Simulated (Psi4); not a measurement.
# BLYP/def2-SVP (core potential) run of SnNH4Cl (SMILES [NH2][SnH2][Cl])

Aim: the energy change on altering one bond length of SnNH4Cl at BLYP/def2-SVP (core potential), from 2 runs. 

The results are computed with Psi4 1.11.

22 further runs of the same task are left out: 20 that didn't finish, 2 set aside as unsound or not needed.

**1. The system as given**

The species is SnNH4Cl (7 atoms), meant as a singlet with charge 0. As SMILES, `[NH2][SnH2][Cl]`. The shape is that of a PBE0-D4/def2-TZVP optimisation. This is one conformer, not always the lowest.

Bond lengths: N1–Sn2 2.002 Å, Sn2–Cl3 2.335 Å, N1–H4 1.009 Å, N1–H5 1.009 Å, Sn2–H6 1.700 Å, Sn2–H7 1.700 Å. Angles: N1–Sn2–Cl3 106.6°, N1–Sn2–H6 110.9°, N1–Sn2–H7 110.9°, Cl3–Sn2–H6 105.3°, Cl3–Sn2–H7 105.3°, Sn2–N1–H4 116.4°, Sn2–N1–H5 116.4°, H6–Sn2–H7 117.0°, H4–N1–H5 109.9°.

**2. Energy and gradient at BLYP/def2-SVP (core potential)**

job.json reads:

```json
{
  "schema_name": "qcschema_input",
  "schema_version": 1,
  "molecule": {
    "schema_name": "qcschema_molecule",
    "schema_version": 2,
    "symbols": ["N", "Sn", "Cl", "H", "H", "H", "H"],
    "geometry": [-1.83832557, -0.0379835, -1.57829926, 1.062593, 0.07823466, 0.848676, 1.59946419, -4.03173069, 2.36404738, -3.40812107, 0.91746203, -1.07052985, -1.42938884, 0.31218276, -3.4071762, 0.32654467, 1.84588448, 3.42909703, 3.80288485, 0.78763785, -0.67217558],
    "molecular_charge": 0,
    "molecular_multiplicity": 1,
    "fix_symmetry": "c1"
  },
  "driver": "gradient",
  "model": {
    "method": "blyp",
    "basis": "def2-SVP"
  },
  "keywords": {
    "puream": true,
    "e_convergence": 1e-09,
    "d_convergence": 1e-08,
    "scf_type": "pk",
    "dft_radial_points": 99,
    "dft_spherical_points": 590,
    "scf_properties": ["QUADRUPOLE", "MAYER_INDICES", "DIPOLE"]
  }
}
```

Run with:

```
$ psi4 --qcschema job.json -n 1 --memory 2200MB
```

stdout:

```text
[...]
    !!!  WARNING: ECP capability is in beta. Please check occupations closely.  !!!
[...]
  Running in c1 symmetry.
[...]
  Nuclear repulsion =  186.923705874778818
[...]
  Multiplicity = 1
[...]
  Nalpha       = 25
  Nbeta        = 25
[...]
    Number of basis functions: 78
[...]
   @RKS iter   1:  -730.95566635706120   -9.48767e-01   1.25248e-02 DIIS/ADIIS
[...]
   @RKS iter  12:  -731.39540555573649   -1.15961e-11   8.99650e-09 DIIS
[...]
    Orbital Energies [Eh]
    ---------------------
    Doubly Occupied:
       1A   -100.666922     2A    -14.006111     3A     -9.133498
       4A     -6.970063     5A     -6.962693     6A     -6.962579
       7A     -4.916025     8A     -3.297020     9A     -3.294161
      10A     -3.293687    11A     -0.963070    12A     -0.960002
      13A     -0.957703    14A     -0.954479    15A     -0.954072
      16A     -0.741945    17A     -0.695257    18A     -0.467287
      19A     -0.429894    20A     -0.331159    21A     -0.307911
      22A     -0.303319    23A     -0.245301    24A     -0.242170
      25A     -0.210258
[...]
  @RKS Final Energy:  -731.39540555573649
   => Energetics <=
    Nuclear Repulsion Energy =            186.9237058747788183
    One-Electron Energy =               -1461.3487392653125880
    Two-Electron Energy =                 597.6839349855730461
    DFT Exchange-Correlation Energy =     -54.6543071507757077
    Empirical Dispersion Energy =           0.0000000000000000
    VV10 Nonlocal Energy =                  0.0000000000000000
    Total Energy =                       -731.3954055557364882
[...]
 Multipole Moments:
 ------------------------------------------------------------------------------------
     Multipole            Electronic (a.u.)      Nuclear  (a.u.)        Total (a.u.)
 ------------------------------------------------------------------------------------
 L = 1.  Multiply by 2.5417464519 to convert [e a0] to [Debye]
 Dipole X            :          8.1259429           -8.3750827           -0.2491398
 Dipole Y            :         27.3330190          -26.1362595            1.1967595
 Dipole Z            :         -0.1723458           -0.3481298           -0.5204756
 Magnitude           :                                                    1.3286078
 L = 2.  Multiply by 1.3450342976 to convert [e a0^2] to [Debye ang]
 Quadrupole XX       :       -126.5700394           94.2495384          -32.3205010
 Quadrupole XY       :         54.9137768          -56.1329253           -1.2191485
[...]
  -Total Gradient:
     Atom            X                  Y                   Z
    ------   -----------------  -----------------  -----------------
       1        0.006017328488     0.008165791119     0.002948954876
       2       -0.007810706356    -0.010000139372    -0.004038350803
       3       -0.002624650130     0.018280127911    -0.006936775279
       4        0.011939265434    -0.006628701140    -0.003526550624
       5       -0.002643099940    -0.002175641900     0.013723911808
       6        0.001853728734    -0.005141704791    -0.006156970311
       7       -0.006731664199    -0.002519308659     0.003990989944
[...]
```

The result, in JSON:

```text
{
 "driver": "gradient",
 "model": {
  "method": "blyp",
  "basis": "def2-SVP"
 },
 "success": true,
 "return_result": [0.006017328488482757, 0.008165791118597443, 0.0029489548760094075, -0.007810706356422968, -0.010000139371605439, -0.004038350803369907, -0.0026246501296562294, 0.018280127911016325, -0.006936775279453029, 0.011939265433993318, -0.006628701139902521, -0.0035265506237125294, -0.0026430999404938316, -0.0021756418996157073, 0.013723911808077527, 0.001853728733723907, -0.005141704791239168, -0.006156970311326726, -0.006731664199045098, -0.0025193086589657583, 0.003990989943975176],
 "properties": {
  "calcinfo_nbasis": 78,
  "calcinfo_nmo": 78,
  "calcinfo_nalpha": 25,
  "calcinfo_nbeta": 25,
  "calcinfo_natom": 7,
  "nuclear_repulsion_energy": 186.92370587477882,
  "return_energy": -731.3954055557365,
  "return_gradient": [0.006017328488482757, 0.008165791118597443, 0.0029489548760094075, -0.007810706356422968, -0.010000139371605439, -0.004038350803369907, -0.0026246501296562294, 0.018280127911016325, -0.006936775279453029, 0.011939265433993318, -0.006628701139902521, -0.0035265506237125294, -0.0026430999404938316, -0.0021756418996157073, 0.013723911808077527, 0.001853728733723907, -0.005141704791239168, -0.006156970311326726, -0.006731664199045098, -0.0025193086589657583, 0.003990989943975176],
  "scf_one_electron_energy": -1461.3487392653126,
  "scf_two_electron_energy": 597.683934985573,
  "scf_xc_energy": -54.65430715077571,
  "scf_dipole_moment": [-0.2491397600333265, 1.1967594544191051, -0.5204755996193278],
  "scf_total_energy": -731.3954055557365,
  "scf_total_gradient": [0.006017328488482757, 0.008165791118597443, 0.0029489548760094075, -0.007810706356422968, -0.010000139371605439, -0.004038350803369907, -0.0026246501296562294, 0.018280127911016325, -0.006936775279453029, 0.011939265433993318, -0.006628701139902521, -0.0035265506237125294, -0.0026430999404938316, -0.0021756418996157073, 0.013723911808077527, 0.001853728733723907, -0.005141704791239168, -0.006156970311326726, -0.006731664199045098, -0.0025193086589657583, 0.003990989943975176],
  "scf_iterations": 12
 }
}
```

Wall time 11 s (1 thread of Intel Xeon 6975P-C (Granite Rapids), shared host); peak memory 0.98 GiB.

**3. The distorted shape at the same level**

clh4nsn.in reads:

```
memory 2200 mb

molecule {
  0 1
  N
  Sn 1 R2
  Cl 2 R3 1 A3
  H 1 R4 2 A4 3 D4
  H 1 R5 4 A5 2 D5
  H 2 R6 1 A6 5 D6
  H 2 R7 6 A7 1 D7

  R2 = 2.002434
  R3 = 2.335369
  A3 = 106.55202
  R4 = 1.3116
  A4 = 116.42338
  D4 = 113.96275
  R5 = 1.008862
  A5 = 109.88022
  D5 = -135.09743
  R6 = 1.700375
  A6 = 110.87595
  D6 = 131.9995
  R7 = 1.700417
  A7 = 116.99946
  D7 = 128.54451
  symmetry c1
  no_reorient
  no_com
}

set {
  puream               true
  e_convergence        1e-09
  d_convergence        1e-08
  scf_type             pk
  dft_radial_points    99
  dft_spherical_points 590
}

e, wfn = gradient("blyp/def2-SVP", return_wfn=True)
oeprop(wfn, "MAYER_INDICES", "DIPOLE", "QUADRUPOLE", title="BLYP")
```

Run with:

```
$ psi4 -n 1 clh4nsn.in clh4nsn.out
```

clh4nsn.out, shortened:

```text
[...]
  Running in c1 symmetry.
[...]
  Nuclear repulsion =  185.551481595317341
[...]
  Multiplicity = 1
[...]
  Nalpha       = 25
  Nbeta        = 25
[...]
    Number of basis functions: 78
[...]
   @RKS iter   1:  -730.93844483196278   -9.70317e-01   1.19537e-02 DIIS/ADIIS
[...]
   @RKS iter  13:  -731.35945654027910   -2.95586e-12   3.66300e-09 DIIS
[...]
  @RKS Final Energy:  -731.35945654027910
   => Energetics <=
    Nuclear Repulsion Energy =            185.5514815953173411
    One-Electron Energy =               -1458.6984431460994074
    Two-Electron Energy =                 596.3474362558606572
    DFT Exchange-Correlation Energy =     -54.5599312453576317
    Empirical Dispersion Energy =           0.0000000000000000
    VV10 Nonlocal Energy =                  0.0000000000000000
    Total Energy =                       -731.3594565402790977
[...]
  -Total Gradient:
     Atom            X                  Y                   Z
    ------   -----------------  -----------------  -----------------
       1        0.090787240432    -0.022163013816     0.053266629991
       2        0.002680926126    -0.012132889887    -0.009794632798
       3       -0.000109097536     0.018795982568    -0.005479135136
       4       -0.083543946831     0.032668793751    -0.043441100972
       5       -0.009165932664    -0.009793063528     0.011338244291
       6        0.006643113670    -0.003619741410    -0.003040097323
       7       -0.007285805350    -0.003778056991    -0.002850858155
[...]
 Multipole Moments:
 ------------------------------------------------------------------------------------
     Multipole            Electronic (a.u.)      Nuclear  (a.u.)        Total (a.u.)
 ------------------------------------------------------------------------------------
 L = 1.  Multiply by 2.5417464519 to convert [e a0] to [Debye]
 Dipole X            :          0.3186266           -0.3318586           -0.0132319
 Dipole Y            :         27.5029715          -26.2707159            1.2322557
 Dipole Z            :          7.1438886           -7.6268355           -0.4829469
 Magnitude           :                                                    1.3235811
 L = 2.  Multiply by 1.3450342976 to convert [e a0^2] to [Debye ang]
 Quadrupole XX       :        -53.8370273           21.5610701          -32.2759572
 Quadrupole XY       :          1.0550372           -1.2109513           -0.1559141
[...]
```

Wall time 12 s (1 thread of Intel Xeon 6975P-C (Granite Rapids), shared host); peak memory 0.98 GiB.

**4. Outcome**

Level: BLYP/def2-SVP (core potential).

```
                                                         quantity          value
                                        first shape: total energy  -731.39541 Eh
                                       first shape: dipole moment         3.38 D
                                         first shape: HOMO energy       -5.72 eV
                                         first shape: LUMO energy       -0.96 eV
                                       first shape: HOMO–LUMO gap        4.76 eV
                            first shape: largest force on an atom     1.014 eV/Å
                                    distorted shape: total energy  -731.35946 Eh
                                   distorted shape: dipole moment         3.36 D
                                     distorted shape: HOMO energy       -5.64 eV
                                     distorted shape: LUMO energy       -1.41 eV
                                   distorted shape: HOMO–LUMO gap        4.23 eV
                        distorted shape: largest force on an atom     5.531 eV/Å
energy change with the N1–H4 bond stretched from 1.009 to 1.312 Å       0.978 eV
```

What this shows: With the N1–H4 bond stretched from 1.009 to 1.312 Å the energy rises by 0.98 eV (22.6 kcal/mol). The first shape isn't relaxed at this level, so the change isn't measured from a minimum. The largest force (first shape) is 1.01 eV/Å: the shape isn't a stationary point for this species at this level.
